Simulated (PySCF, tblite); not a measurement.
# C7H7O radical: geometry, infrared bands and EPR parameters

What infrared bands and EPR parameters should C7H7O radical (`OCc1c[c]ccc1`) show?

Programs: tblite 0.8.0 and PySCF 2.14.0, with density-fitted response routines of our own. Each step states its level of theory. These are calculated values for one molecule in the gas phase, unless marked as measured. Atoms count from 0, in the outputs and in this text.

**1. The starting structure**

15 atoms, charge 0, multiplicity 2; geometry from: force field or distance geometry start.

Bonds of the start (Å): O0–C1 1.42, C1–C2 1.52, C2–C3 1.40, C3–C4 1.40, C4–C5 1.39, C5–C6 1.39, C6–C7 1.39, C7–C2 1.39, O0–H8 0.97, C1–H9 1.09, C1–H10 1.09, C3–H11 1.08, C5–H12 1.09, C6–H13 1.09, C7–H14 1.09.

**2. Optimising the geometry with GFN2-xTB**

The job: settings as JSON, then the geometry in Å.

```
{"job": {"kind": "relax", "xc": "GFN2-xTB", "basis": "xTB"}, "charge": 0, "multiplicity": 2}
O     -2.556900    -0.668900     0.592100
C     -1.898600    -0.118600    -0.545100
C     -0.432900     0.115600    -0.220100
C     -0.020800     1.363200     0.274600
C      1.319300     1.566600     0.607500
C      2.245600     0.547300     0.421400
C      1.842500    -0.688000    -0.069800
C      0.506100    -0.901900    -0.380700
H     -1.922400    -0.718000     1.326600
H     -2.004100    -0.820500    -1.369500
H     -2.394900     0.807400    -0.823500
H     -0.734200     2.160900     0.439500
H      3.287700     0.725200     0.683800
H      2.571600    -1.490400    -0.201100
H      0.187600    -1.871900    -0.757800
```

On the command line:

```bash
OMP_NUM_THREADS=1 python probes_run.py task.json out
```

One launch serves the whole session: the jobs run in the order shown.

**Question.** This job is followed by: GFN2-xTB harmonic vibrations, gas phase; UKS B3LYP, pcH-1 on C H O, non-relativistic, mean-field spin-orbit, GIAO. What will the session give for the following? strongest single infrared mode (GFN2-xTB); zero-point energy (GFN2-xTB); g(iso) (B3LYP); ⟨S²⟩; largest a(iso) (averaged by class); surface potential, 1st and 99th percentile.

**Answer**, as computed:

| quantity | value |
| --- | --- |
| strongest single infrared mode (GFN2-xTB) | 1057 cm⁻¹, 95 km/mol |
| zero-point energy (GFN2-xTB) | 72.7 kcal/mol |
| g(iso) (B3LYP) | 2.00225 |
| ⟨S²⟩ | 0.757 (exact 0.75) |
| largest a(iso) (averaged by class) | 13C on C4, 394.4 MHz |
| surface potential, 1st and 99th percentile | -1.55 V and 2.03 V |

In words: Over 68 steps the energy fell by 0.161 eV; of the close pairs, C3–C4 changed most, 1.396 to 1.362 Å. The lowest mode is imaginary (21i cm⁻¹), so the xTB geometry is not a minimum. The strongest single mode, at 1057 cm⁻¹, moves mainly C1 and O0. GFN2-xTB is a fitted tight-binding method: band positions and strengths are rough. Its intensities can rank the bands wrongly. C4 carries the largest spin population, 1.00 e. The isotropic g lies 0.1 ppt below the free-electron value.
